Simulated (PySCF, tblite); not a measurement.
# C₄H₁₄B₃N₃: geometry, infrared bands, NMR shifts and electronic excitations

Aim: predict the infrared bands, NMR shifts and electronic excitations of C₄H₁₄B₃N₃ (`CC(C)(C)N1BNBNB1`).

Computed with tblite 0.8.0 and PySCF 2.14.0, with density-fitted response routines of our own, on a single molecule, in the gas phase or a continuum. Atoms count from 0, in the outputs and in this text.

## 1. Starting geometry

24 atoms, charge 0, multiplicity 1; geometry from: force field or distance geometry start.

Bonds of the start (Å): C0–C1 1.51, C1–C2 1.52, C1–C3 1.49, C1–N4 1.42, N4–B5 1.49, B5–N6 1.52, N6–B7 1.53, B7–N8 1.52, N8–B9 1.54, B9–N4 1.52, C0–H10 1.09, C0–H11 1.11, C0–H12 1.10, C2–H13 1.13, C2–H14 1.13, C2–H15 1.08, C3–H16 1.10, C3–H17 1.12, C3–H18 1.13, B5–H19 1.18, N6–H20 1.03, B7–H21 1.19, N8–H22 1.06, B9–H23 1.18.

## 2. Geometry optimisation with GFN2-xTB

What the job is given:

```
{"job": {"kind": "relax", "xc": "GFN2-xTB", "basis": "xTB"}, "charge": 0, "multiplicity": 1}
C     -1.820300     1.122400     0.264800
C     -1.089600    -0.170300    -0.034700
C     -1.886900    -0.838600    -1.136100
C     -1.067300    -1.098200     1.135900
N      0.176800     0.199600    -0.550000
B      1.107800    -0.905500    -0.932500
N      2.618800    -0.736700    -1.012500
B      3.086700     0.700200    -0.749400
N      2.111000     1.844200    -0.513900
B      0.970900     1.186000     0.289400
H     -1.431900     1.600600     1.166200
H     -2.886500     0.863500     0.401900
H     -1.755700     1.770500    -0.624000
H     -2.208200     0.016600    -1.800300
H     -2.804900    -1.261400    -0.636200
H     -1.332700    -1.586000    -1.674900
H     -0.270000    -0.869800     1.864800
H     -2.047000    -0.992800     1.672100
H     -1.061300    -2.186400     0.845600
H      0.682800    -1.870400    -1.461000
H      2.951100    -0.979500    -1.958500
H      4.079200     0.785100    -0.098200
H      2.560500     2.634600     0.032200
H      1.305100     0.792000     1.350500
```

Launch:

```console
$ OMP_NUM_THREADS=1 python probes_run.py task.json out
```

The driver reads the jobs from task.json and runs them one after another.

**Question.** This job is followed by: GFN2-xTB harmonic vibrations, gas phase; PBE0-D3(BJ)/def2-SVP geometry optimisation, gas phase; GIAO PBE0/pcSseg-1 NMR shielding, non-relativistic, gas phase; TDDFT B3LYP/def2-SVPD, vertical, gas phase, core orbitals frozen in the response; GIAO PBE0/pcSseg-1 NMR shielding, non-relativistic, IEF-PCM chloroform. Predict these results of the whole session: strongest single infrared mode (GFN2-xTB); zero-point energy (GFN2-xTB); point group; rotational constants (main isotopes); 13C shifts against TMS (PBE0/pcSseg-1, means over atoms taken as alike); 1H shifts against TMS (PBE0/pcSseg-1, means over atoms taken as alike); 15N shifts against NH3 (PBE0/pcSseg-1, means over atoms taken as alike); 11B shifts against BF3·OEt2 (PBE0/pcSseg-1, means over atoms taken as alike); lowest singlet (B3LYP/def2-SVPD); brightest single state of those computed; lowest triplet; vertical ionisation energy (ΔSCF); range of the shift of N4.

As calculated:

| quantity | value |
| --- | --- |
| strongest single infrared mode (GFN2-xTB) | 1412 cm⁻¹, 597 km/mol |
| zero-point energy (GFN2-xTB) | 125.9 kcal/mol |
| point group | Cs |
| rotational constants (main isotopes) | 2.49, 0.93, 0.80 GHz |
| 13C shifts against TMS (PBE0/pcSseg-1, means over atoms taken as alike) | 53.2, 35.1 ppm |
| 1H shifts against TMS (PBE0/pcSseg-1, means over atoms taken as alike) | 5.64, 5.12, 4.70, 1.38 ppm |
| 15N shifts against NH3 (PBE0/pcSseg-1, means over atoms taken as alike) | 185.4, 145.7 ppm |
| 11B shifts against BF3·OEt2 (PBE0/pcSseg-1, means over atoms taken as alike) | 28.1, 26.7 ppm |
| lowest singlet (B3LYP/def2-SVPD) | 6.38 eV (194 nm), f = 0.012 |
| brightest single state of those computed | state 10, 7.46 eV, f = 0.305 |
| lowest triplet | 5.77 eV |
| vertical ionisation energy (ΔSCF) | 9.18 eV |
| range of the shift of N4 | 185.4 to 188.9 ppm |

In words: The optimisation took 95 steps and gained 4.058 eV; among the close pairs (by a distance rule), N8–B9 changed most, from 1.542 to 1.419 Å (GFN2-xTB). The lowest mode is imaginary (46i cm⁻¹), so the xTB geometry is not a minimum: the zero-point energy counts the real modes alone, and all values at this geometry belong to a saddle point. The strongest single mode, at 1412 cm⁻¹, is spread over several atoms, N6, N8, B5, B9 among them. GFN2-xTB is a fitted tight-binding method: band positions and strengths are rough. Its intensities can rank the bands wrongly. The start of the PBE0/def2-SVP relaxation was shaken at random by about 0.01 Å, so part of the energy gained, and of the first lengths quoted, undoes that. Over 9 steps the energy fell by 0.234 eV; of the close pairs, B7–H21 changed most, 1.163 to 1.209 Å (PBE0/def2-SVP). No frequency check was run at this level, so the end point may be a saddle. The first singlet state (HOMO→LUMO+1 0.60, HOMO−1→LUMO 0.24) lies at 6.38 eV and is weak; of the 10 states computed, the strongest absorption comes from state 10 at 7.46 eV (the last computed, so partners may be missing). The lowest triplet lies 0.62 eV below the lowest singlet (triplets in Tamm-Dancoff, singlets in full TDDFT). The brightest state lies above −ε(HOMO) (7.32 eV), where this functional's continuum begins, so it hangs on the basis. The orbital energy would give 7.32 eV for ionisation, ΔSCF gives 9.18 eV. In ppm, N4 moves most: its shift spreads over 3.5 ppm, from 185.4 (PBE0/pcSseg-1) to 188.9 (PBE0/pcSseg-1 in chloroform). Part of that comes from the computed reference. Each shift counts from a reference computed in the same medium, and that reference moves with the solvent too, so shifts and shieldings show the solvent's effect differently. These values are for one conformer; the search (at its own cheap level) found 1 more, at 0.08 kcal/mol, and measured spectra average over such forms.
